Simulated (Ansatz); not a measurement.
TlPt:

```
CELL_PARAMETERS angstrom
5.60500 0.00000 0.00000
-2.80250 4.85407 0.00000
0.00000 0.00000 4.63900
ATOMIC_POSITIONS crystal
Tl 0.00000 0.50000 0.00000
Tl 0.50000 0.50000 0.00000
Tl 0.50000 0.00000 0.00000
Pt 0.66667 0.33333 0.50000
Pt 0.33333 0.66667 0.50000
Pt 0.00000 0.00000 0.00000
```

- Program: Ansatz 0.2.0
- Task: relaxation of cell and atoms
- Functional: PBE
- Potentials or basis: Ansatz PAW earlier set
- Cutoff: 900 eV
- Density cutoff: 3600 eV
- k mesh: 6 × 6 × 6
- Occupations: fermi-dirac, width 0.05 eV
- Spin: no spin polarisation

At the start: volume 21.04 Å³/atom.

Task: Where does the relaxation end?

Result: It ends after 11 steps and the volume is 25.35 Å³/atom (+20.5 %); space group P6/mmm (No. 191, to 0.05 Å).

Step by step:
| step | energy change (eV) | largest force (eV/Å) | volume (Å³) |
| --- | --- | --- | --- |
| 1 | 0.0000 | 0.0000 | 126.21 |
| 2 | -0.8139 | 0.0000 | 139.96 |
| 3 | -1.0516 | 0.0000 | 142.52 |
| 4 | -1.2870 | 0.0000 | 143.94 |
| 5 | -1.3972 | 0.0000 | 149.27 |
| 6 | -1.4161 | 0.0000 | 148.91 |
| 7 | -1.4169 | 0.0000 | 150.77 |
| 8 | -1.4330 | 0.0000 | 151.16 |
| 9 | -1.4354 | 0.0000 | 152.25 |
| 10 | -1.4356 | 0.0000 | 152.11 |
| 11 | -1.4361 | 0.0000 | 152.11 |

Final structure:
```
Tl Pt
1.0
     6.75159    0.00000    0.00000
    -3.37579    5.84705    0.00000
     0.00000    0.00000    3.85320
Tl Pt
3 3
Direct
  0.00000 0.50000 0.00000
  0.50000 0.50000 0.00000
  0.50000 0.00000 0.00000
  0.66667 0.33333 0.50000
  0.33333 0.66667 0.50000
  0.00000 0.00000 0.00000
```

Caveat: the volume moved by over 15 % at a fixed basis, so the end points are rough; the plane-wave basis is chosen anew once the cell has moved, so the energies of steps on either side of that aren't comparable.
